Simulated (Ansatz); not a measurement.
Here is an Ansatz 0.2.0 calculation.

input.yaml

```yaml
crystal:
  lattice:
    - [3.592176, 0.0, 0.0]
    - [0.0, 3.592176, 0.0]
    - [0.0, 0.0, 6.122316]
  atoms:
    - { symbol: Nb, position: [0.008527, 0.488648, 0.816282] }
    - { symbol: Nb, position: [0.495503, -0.009367, 0.183197] }
    - { symbol: S, position: [-0.004925, 0.503753, 0.390196] }
    - { symbol: S, position: [0.492291, 0.019133, 0.617949] }
    - { symbol: "N", position: [-0.004308, 0.000866, 0.00305] }
    - { symbol: "N", position: [0.511724, 0.512379, -0.005733] }
hamiltonian:
  xc: pbe
  pseudopotentials: { kind: paw }
kpoints:
  mp_grid: { grid: [7, 7, 5] }
scf:
  occupations: { method: fermi_dirac, width: 0.05 }
output:
  forces: true
  stress: true
  eigenvalues: true
```

Potentials or basis: Ansatz PAW.

The run is started by

```sh
$ ansatz run input.yaml --threads 2 --pin off --max-ram 5120MiB --backend cpu --events-out ev --progress --plain --runs-dir out
```

Question: What does it give for the band gap on the k mesh?

Answer: None (metal or under the smearing width).

Question: Estimate the largest force.

Answer: 1.140 eV/Å.

Forces on the atoms (eV/Å):
```
Nb  -0.097  0.698  0.130
Nb   0.085  0.687  0.005
S   -0.039  0.096 -0.483
S    0.087 -0.382 -0.123
N    0.462 -0.192 -0.006
N   -0.499 -0.908  0.476
```
